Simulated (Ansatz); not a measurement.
**3 CH3OH + 5 NH3 in a periodic box: a dynamics run in two tries**

The task is a short trajectory. The molecules were packed at random to 0.691 g/cm³.

Program: Ansatz 0.2.0. Level of theory: DFT PBE+D3(BJ), plane waves, PAW, scalar-relativistic, no spin polarisation. These are calculated values, not measurements.

## Step 1: The structure to begin with

The cell holds 38 atoms (C3H27N5O3): a = 7.580 Å, b = 7.580 Å, c = 7.580 Å, α = 90.00°, β = 90.00°, γ = 90.00°.

Its coordinates follow in the input file.

## Step 2: First try

The input, input.yaml:

```yaml
accuracy: low
crystal:
  lattice:
    - [7.580467, 0.0, 0.0]
    - [0.0, 7.580467, 0.0]
    - [0.0, 0.0, 7.580467]
  atoms:
    - { symbol: C, position: [0.04733938, 0.22008473, 0.32496578] }
    - { symbol: O, position: [-0.13365885, 0.26450541, 0.34849242] }
    - { symbol: H, position: [0.09591697, 0.31901379, 0.22269635] }
    - { symbol: H, position: [-0.17490998, 0.16769601, 0.42564702] }
    - { symbol: H, position: [0.13347957, 0.234685, 0.43998557] }
    - { symbol: H, position: [0.06527908, 0.07277645, 0.28636497] }
    - { symbol: C, position: [0.28436549, 0.69766253, 0.8955846] }
    - { symbol: O, position: [0.2127183, 0.5706754, 1.01867384] }
    - { symbol: H, position: [0.4260595, 0.67417357, 0.87051723] }
    - { symbol: H, position: [0.11018232, 0.50839608, 0.95526047] }
    - { symbol: H, position: [0.21155376, 0.68046146, 0.76679656] }
    - { symbol: H, position: [0.25591499, 0.82563942, 0.94203873] }
    - { symbol: C, position: [0.52910646, 1.02812601, 0.65404596] }
    - { symbol: O, position: [0.70134383, 1.09594959, 0.67342847] }
    - { symbol: H, position: [0.49223642, 1.04634969, 0.50983359] }
    - { symbol: H, position: [0.74131105, 1.04952583, 0.78893176] }
    - { symbol: H, position: [0.52020581, 0.89217659, 0.69604235] }
    - { symbol: H, position: [0.43206537, 1.12109362, 0.71577395] }
    - { symbol: "N", position: [0.89799777, 0.82091163, 0.44048689] }
    - { symbol: H, position: [0.8201708, 0.72165839, 0.38934052] }
    - { symbol: H, position: [1.00422164, 0.76041112, 0.50304042] }
    - { symbol: H, position: [0.82422846, 0.88796764, 0.53357558] }
    - { symbol: "N", position: [0.89602045, 0.42316625, 0.82116257] }
    - { symbol: H, position: [0.88288991, 0.52501636, 0.73540754] }
    - { symbol: H, position: [0.94744601, 0.308933, 0.75864568] }
    - { symbol: H, position: [0.78245126, 0.36092183, 0.85578137] }
    - { symbol: "N", position: [0.62390359, 0.51717008, 0.24731094] }
    - { symbol: H, position: [0.72166489, 0.48536356, 0.16038601] }
    - { symbol: H, position: [0.63560483, 0.44404412, 0.3589578] }
    - { symbol: H, position: [0.51529174, 0.48678188, 0.18053027] }
    - { symbol: "N", position: [0.27369213, 0.60530962, 0.47807371] }
    - { symbol: H, position: [0.40240225, 0.62778261, 0.43505357] }
    - { symbol: H, position: [0.27397837, 0.50033236, 0.56305954] }
    - { symbol: H, position: [0.19718853, 0.59181617, 0.37619921] }
    - { symbol: "N", position: [0.75342217, 0.97346241, 0.04507576] }
    - { symbol: H, position: [0.62895678, 0.92772085, 0.0846077] }
    - { symbol: H, position: [0.82274622, 0.8499117, 0.03865176] }
    - { symbol: H, position: [0.80369915, 1.05463716, 0.14354457] }
basis:
  ecutwfc: 420.0
kpoints:
  mp_grid: { grid: [1, 1, 1] }
hamiltonian:
  xc: pbe
  dispersion: d3bj
scf:
  occupations: { method: fermi_dirac, width: 0.02 }
  lower_state_search: "off"
  max_iter: 95
md:
  timestep: 0.75
  n_steps: 25
  ensemble: nvt_nose_hoover
  temperature: 300.0
  initial_velocities: maxwell_boltzmann
  seed: 987271
  nose_hoover: { tau: 100.0, chain_length: 5 }
  dt: 0.5
```

Started as:

```sh
$ ansatz run input.yaml --threads 1 --pin off --max-ram 3072MiB --backend cpu --events-out ev --progress --plain --runs-dir out
```

What does the calculation give? Wanted: first try.

As calculated:

| quantity | value |
| --- | --- |
| first try | refused |
| cause | one key bears a name from other programs (dt, n_images) that this one doesn't know |

In words: The fault in the first input was caught at the input check and cost nothing.
